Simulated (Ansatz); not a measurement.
**AlH₃O₂Si: up Jacob's ladder to CCSD(T)**

One table from this session's results is given with a row withheld; the runs are named, their logs left out.

Program: Ansatz 0.2.0, Gaussian basis. Level of theory: functionals in def2-TZVPP, the program's frozen cores in correlated methods. These are calculated values, not measurements.

Plan: LDA (SPW92), PBE-D4, revPBE-D4, BLYP-D4, r2SCAN-D4, B97M-V, PBE0-D4, B3LYP-D4, r2SCANh-D4, r2SCAN0-D4, HSE06-D4, BHLYP-D4, CAM-B3LYP-D4, LC-ωPBE, ωB97X-V, ωB97M-V, B2PLYP, PBE-QIDH; CCSD(T)/def2-SVP; CCSD(T)/def2-TZVPP; MP2/def2-QZVPP; extrapolation to the limit; RPA on PBE.

### The geometry

All runs share one geometry, relaxed beforehand with PBE0-D4 in a triple-zeta def2 set.

SMILES `[OH][Al]1[O][SiH2]1`, 7 atoms, charge 0, spin multiplicity 1.

Atoms are counted from 1 here; the program's logs count them from 0.

Bond lengths: O1–Al2 1.681 Å, O1–H5 0.955 Å, Al2–O3 1.732 Å, Al2–Si4 2.270 Å, O3–Si4 1.684 Å, Si4–H6 1.489 Å, Si4–H7 1.489 Å. Angles: Al2–O1–H5 125.8°, O1–Al2–O3 129.6°, O1–Al2–Si4 177.0°, O3–Al2–Si4 47.5°, Al2–O3–Si4 83.3°, Al2–Si4–O3 49.3°, Al2–Si4–H6 126.4°, Al2–Si4–H7 126.3°, O3–Si4–H6 115.2°, O3–Si4–H7 115.2°, H6–Si4–H7 107.0°.

The first run:

Input file in.yaml:

```yaml
crystal:
  periodic: [false, false, false]
  atoms:
    - {symbol: O, position_ang: [-2.094393, -1.011375, -0.929649]}
    - {symbol: Al, position_ang: [-0.698364, -0.272939, -0.354564]}
    - {symbol: O, position_ang: [0.485717, -0.868332, 0.760316]}
    - {symbol: Si, position_ang: [1.207847, 0.628094, 0.485451]}
    - {symbol: H, position_ang: [-2.713597, -0.629585, -1.548450]}
    - {symbol: H, position_ang: [1.315292, 1.510250, 1.680579]}
    - {symbol: H, position_ang: [2.558798, 0.575887, -0.139285]}
basis:
  gaussian: {orbitals: def2-TZVPP}
hamiltonian: {xc: lda}
output: {orbitals: {seedname: orbitals}}
```

Command:

```
$ ansatz run in.yaml --threads 2 --pin off --events-out ev --progress --plain --max-ram 4352MiB
```

Among the steps run: LDA; PBE-D4 (GGA); revPBE-D4 (GGA); BLYP-D4 (GGA); r2SCAN-D4 (meta-GGA); B97M-V (meta-GGA); B3LYP-D4 (hybrid); r2SCANh-D4 (hybrid); r2SCAN0-D4 (hybrid); HSE06-D4 (hybrid); BHLYP-D4 (hybrid); CAM-B3LYP-D4 (range-separated); LC-ωPBE (range-separated); ωB97X-V (range-separated); ωB97M-V (range-separated); B2PLYP (double hybrid); PBE-QIDH (double hybrid).

One table of the session follows, with a row left open; its other results are not shown here.

It belongs to the step «Frontier levels by functional». 

```
  functional  HOMO (eV)  LUMO (eV)  gap (eV)
 LDA (SPW92)      -5.48      -2.67      2.81
      PBE-D4      -5.34      -2.44      2.90
   revPBE-D4      -5.28      -2.33      2.95
     BLYP-D4      -5.21      -2.34      2.87
   r2SCAN-D4      -5.52      -2.14      3.38
      B97M-V      -5.56      -2.30      3.26
     PBE0-D4      -6.39      -1.64      4.75
    B3LYP-D4      -6.21      -1.87      4.35
  r2SCANh-D4      -5.91      -1.86      4.05
  r2SCAN0-D4      -6.51      -1.46      5.05
    HSE06-D4      -5.99      -2.00      3.99
    BHLYP-D4          ?          ?         ?
CAM-B3LYP-D4      -7.64      -0.69      6.95
     LC-ωPBE      -8.85       0.46      9.30
     ωB97X-V      -8.56       0.34      8.91
     ωB97M-V      -8.39       0.05      8.44
```

Estimate the missing values for BHLYP-D4.

Worked estimate for «HOMO (eV)». Against the share of exact exchange, BLYP-D4 (0, -5.21), B3LYP-D4 (0.2, -6.21) give a slope of -5.00 per unit share; at 0.5 the line stands at -7.71.

**Answer.** HOMO (eV): -7.34; LUMO (eV): -0.81; gap (eV): 6.53. In «HOMO (eV)» the line misses by -0.37.
